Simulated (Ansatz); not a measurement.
**AlAsH3 (doublet): from Hartree-Fock to the top rungs, cc-pVDZ**

The task here is to estimate one member of a computed series from the others.

Program: Ansatz 0.2.0, Gaussian basis. Level of theory: cc-pVDZ, core rule «outside noble gas», up to 19 orbitals frozen. These are calculated values, not measurements.

To be run: UHF; CCSD(T) on ROHF; CCSD(T) on UHF; BCCD(T) on ROHF; CISD as a restricted active space (open shells left free, so some higher excitations enter); CCSDT(Q) on ROHF; CCSDT(Q) on UHF.

18 further runs of the same task are left out: 7 that didn't finish, 11 set aside as unsound or not needed. Runs told in other sessions of the task aren't counted.

### What is computed

The geometry is a PBE0/def2-TZVP stationary point (not a proven minimum). No spin-orbit coupling is included. The filled d shell of As may be among the frozen orbitals whatever the setting's name suggests.

5 atoms, charge 0, spin multiplicity 2.

Atoms are counted from 1 here; the program's logs count them from 0.

Bond lengths: Al1–As2 2.457 Å, Al1–H3 1.608 Å, As2–H4 1.527 Å, As2–H5 1.521 Å. Angles: As2–Al1–H3 115.1°, Al1–As2–H4 88.1°, Al1–As2–H5 93.5°, H4–As2–H5 92.9°.

Set-up of the first run:

Input file in.yaml:

```yaml
crystal:
  periodic: [false, false, false]
  atoms:
    - {symbol: Al, position_ang: [0.030968, -0.131818, 1.790177]}
    - {symbol: As, position_ang: [-0.036900, 0.036215, -0.659781]}
    - {symbol: H, position_ang: [-0.046103, 1.270326, 2.572815]}
    - {symbol: H, position_ang: [1.257138, 0.843580, -0.588998]}
    - {symbol: H, position_ang: [0.702801, -1.277219, -0.862641]}
basis:
  gaussian: {orbitals: cc-pVDZ}
magnetization: {spin_polarized: true, initial_magnetization: 1}
hamiltonian: {xc: hf}
output: {orbitals: {seedname: orbitals}}
```

Launch:

```bash
$ ansatz run in.yaml --threads 1 --pin off --events-out ev --progress --plain --max-ram 2393MiB
```

Steps of the session up to this table: UHF; CCSD(T) on ROHF; CCSD(T) on UHF; BCCD(T) on ROHF; CISD as a restricted active space (open shells left free, so some higher excitations enter); CCSDT(Q) on ROHF; CCSDT(Q) on UHF.

One table of the session follows, with a row left open; its other results are not shown here.

```
   method  from UCCSDT(Q) (kJ/mol)
     ROHF                   +540.9
      UHF                   +537.3
     RMP2                   +112.5
     UMP2                   +112.0
     CISD                    +60.7
    RCCSD                    +18.7
    UCCSD                    +18.5
 RCCSD(T)                     +3.7
 UCCSD(T)                     +3.7
  BCCD(T)                     +3.6
   RCCSDT                     +0.9
   UCCSDT                        ?
RCCSDT(Q)                     +0.1
UCCSDT(Q)                        0
```

Q: Estimate the row for UCCSDT from the others.

**Answer.** from UCCSDT(Q) (kJ/mol): +0.8. In the column «from UCCSDT(Q) (kJ/mol)» it lies between RCCSDT(Q) (+0.1) and RCCSDT (+0.9).

With the free atoms at the same levels and basis (separate runs), the atomisation energy is 9.563 eV at UCCSDT(Q), 9.559 eV at RCCSD(T), 9.542 eV at UCCSD(T), 7.297 eV at ROHF.

To keep in mind: Restricted and unrestricted rows rest on different reference determinants; a gap between their highest levels can come from leftover correlation error, from unlike frozen cores or from another state.
